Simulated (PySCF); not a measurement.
# H8N4Sn2 (Sn2(NH2)4): the cost of one run

Programs: PySCF 2.14.0, with routines of our own; each step states its level. All values are computed. Atoms count from 0.

## Step 1: The system as given

14 atoms, charge 0, multiplicity 1; geometry from: GFN2-xTB.

## Step 2: Optimising the geometry at PBE0-D3(BJ)/def2-SVP

The job: settings as JSON, then the geometry in Å.

```
{"job": {"xc": "PBE0", "basis": "def2-SVP", "d3": "d3bj", "grid": 1, "maxiter": 30, "shake": 0.03, "kind": "geom"}, "charge": 0, "multiplicity": 1}
Sn    -0.789460    -0.424050     1.569260
N     -2.541040     0.728180     1.010510
N     -0.524730    -1.279900    -0.575750
Sn     0.900570     0.358910    -1.542250
N      2.500450    -0.728540    -1.087640
N      0.453510     1.263810     0.588850
H     -3.414080     0.431830     1.309390
H     -2.566780     1.110570     0.057370
H      0.062390    -2.118270    -0.453500
H     -1.324660    -1.512970    -1.016060
H      3.383760    -0.422100    -1.377900
H      2.668520    -1.057440    -0.098710
H     -0.111290     2.165990     0.552710
H      1.283400     1.440160     1.106960
```

Command:

```sh
$ OMP_NUM_THREADS=1 python heavy_run.py task.json out
```

One launch serves the whole session: the jobs run in the order shown.

**Question.** How long does this first job take on 1 thread of Intel Xeon Platinum 8259CL at 2.50GHz, shared host, and how much memory does it need?

About 3.4 min, with a peak of 0.59 GiB.
